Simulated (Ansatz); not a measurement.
# ReB₃, space group P6_3/mmc: a single point

Computed with the Ansatz DFT code, driven from Python.

`POSCAR`
```text
ReB3
1.0
   3.12942399    0.00000000    0.00000000
  -1.56471200    2.71016067    0.00000000
   0.00000000    0.00000000    7.59790866
Re B
2 6
Direct
   0.33333333    0.66666667    0.25000000
   0.66666667    0.33333333    0.75000000
   0.00000000    0.00000000    0.00000000
   0.00000000    0.00000000    0.50000000
   0.66666667    0.33333333    0.05634734
   0.33333333    0.66666667    0.55634734
   0.33333333    0.66666667    0.94365266
   0.66666667    0.33333333    0.44365266
```

Typed at the interpreter:
```pycon
>>> import warnings
>>> import ansatz as az
>>> from ase import Atoms
>>> from ase.io import read
>>> from ase.io import write
>>> import numpy as np
>>> atoms = read("POSCAR", format="vasp")
>>> reb3 = az.Crystal.from_ase(atoms)
>>> # functional, basis and sampling
>>> setup = reb3.calculation()
>>> setup = setup.functional(az.Functional.PBE)
>>> setup = setup.occupations("Methfessel-Paxton", width=0.15).kpoints(8, 8, 3)
>>> setup = setup.compute(density_of_states={"energy_step": 0.05, "projected": True}, stress=True, band_table=True)
>>> with warnings.catch_warnings(record=True) as caught:
...     warnings.simplefilter("always")
...     res = setup.run()
...
>>> print("warnings raised:", sorted(w.category.__name__ for w in caught) or "none")
warnings raised: ['DeckWarning', 'PlacementWarning']
>>> r = res.report
>>> res.lattice.cell_ang
array([[ 3.12942399e+00,  2.88675153e-09,  0.00000000e+00],
       [-1.56471200e+00,  2.71016067e+00,  0.00000000e+00],
       [ 0.00000000e+00,  0.00000000e+00,  7.59790866e+00]])
>>> r["n_kpoints"], r["n_symmetry_ops"], r["n_pw"]
(20, 24, 1249)
>>> r["n_electrons"]
48.0
>>> for key in ("converged", "n_iterations", "n_electrons", "n_kpoints", "n_pw", "n_symmetry_ops", "free_energy_ev", "fermi_energy_ev"):
...     print(f"{key:18s} {r[key]}")
...
converged          True
n_iterations       6
n_electrons        48.0
n_kpoints          20
n_pw               1249
n_symmetry_ops     24
free_energy_ev     -22665.6402129171
fermi_energy_ev    19.520462664684487
>>> # first and second moments of the projected d states
>>> dos = res.density_of_states()
>>> energy = np.asarray(dos.energies_ev) - dos.fermi_ev
>>> window = (energy > -12) & (energy < 3)
>>> for index, site in enumerate(res.projected_density_of_states().sites):
...     for shell in site.shells:
...         if shell.l == 2:
...             g = sum(np.sum(part.g_bin_mean_per_ev, axis=0) for part in shell.curves)[window]
...             if g.sum() > 1e-6:
...                 centre = (g * energy[window]).sum() / g.sum()
...                 width = np.sqrt((g * (energy[window] - centre) ** 2).sum() / g.sum())
...                 print(f"site {index} {site.species} {shell.label}: centre {centre:.3f} eV, rms width {width:.3f} eV")
...
site 0 Re 5D: centre -2.526 eV, rms width 3.369 eV
site 1 Re 5D: centre -2.526 eV, rms width 3.369 eV
>>> image = Atoms([s.symbol for s in res.lattice.sites], positions=[s.position_ang for s in res.lattice.sites], cell=res.lattice.cell_ang, pbc=True)
>>> write("final.extxyz", image)
>>> # the stress is positive in compression
>>> stress = np.array(r["stress_gpa"])
>>> print(f"pressure {np.trace(stress) / 3:.3f} GPa")
pressure 2.588 GPa
>>> print("stress tensor, GPa, positive in compression")
stress tensor, GPa, positive in compression
>>> np.round(stress, 3) + 0.0
array([[1.811, 0.   , 0.   ],
       [0.   , 1.811, 0.   ],
       [0.   , 0.   , 4.141]])
>>> print(setup.to_yaml())
crystal:
  lattice:
    - [3.12942399, 0.0, 0.0]
    - [-1.564712, 2.71016067, 0.0]
    - [0.0, 0.0, 7.59790866]
  atoms:
    - { symbol: Re, position: [0.33333333, 0.66666667, 0.25] }
    - { symbol: Re, position: [0.66666667, 0.33333333, 0.7499999999999999] }
    - { symbol: B, position: [0.0, 0.0, 0.0] }
    - { symbol: B, position: [0.0, 0.0, 0.5] }
    - { symbol: B, position: [0.66666667, 0.33333333, 0.05634734] }
    - { symbol: B, position: [0.33333333, 0.66666667, 0.55634734] }
    - { symbol: B, position: [0.33333333, 0.66666667, 0.94365266] }
    - { symbol: B, position: [0.66666667, 0.33333333, 0.44365266] }
kpoints:
  mp_grid:
    grid: [8, 8, 3]
hamiltonian:
  xc: pbe
scf:
  occupations:
    method: methfessel_paxton
    width: 0.15
output:
  dos:
    de: 0.05
    projected: true
  stress: true
  eigenvalues: true
>>> # the band energy is the weighted sum of filled levels
>>> eps, occ = np.array(r["eigenvalues_ev"]), np.array(r["occupations"])
>>> wk = np.tile(r["kweights"], len(eps) // len(r["kweights"]))
>>> print(f"sum of w f eps = {wk @ (eps * occ).sum(axis=1):.4f} eV, reported band energy {r['components']['e_band']:.4f} eV")
sum of w f eps = -115.9227 eV, reported band energy -115.9227 eV
```

`final.extxyz`, as written:
```text
8
Lattice="3.1294239873716365 2.8867515271683306e-09 0.0 -1.5647119961858182 2.7101606708328534 0.0 0.0 0.0 7.59790866" Properties=species:S:1:pos:R:3 pbc="T T T"
Re      -0.00000000       1.80677378       1.89947716
Re       1.56471199       0.90338689       5.69843149
B        0.00000000       0.00000000       0.00000000
B        0.00000000       0.00000000       3.79895433
B        1.56471199       0.90338689       0.42812194
B       -0.00000000       1.80677378       4.22707627
B       -0.00000000       1.80677378       7.16978672
B        1.56471199       0.90338689       3.37083239
```

What to keep in mind:
- Absolute energies stand on the zero of these potentials, so only differences at equal settings mean something. A total without «per atom» is that of the cell as typed.
- For a metal this k-point mesh is coarse: on a finer one energies can move by several to tens of meV an atom and pressures by half a GPa or more, differences at one mesh by less.
- An absolute Fermi energy rests on an arbitrary zero of the periodic potential and has no direct meaning.
- Projections exist only for the shells that the potentials hold, some of them semicore, and samples at single energies can miss narrow peaks.
- This cell is a computed structure, which may not be the phase found in nature.
- Gaps and levels are Kohn-Sham values on a finite set of k-points, without spin-orbit coupling.
- The computed bands are complete only to about 2.2 eV above the Fermi level; beyond that the density of states is undercounted.
- A band centre counts only the states inside the window taken.
- Timing: 3.3 s on 1 thread of Arm Neoverse V2, on a shared host, peak memory 0.45 GiB.
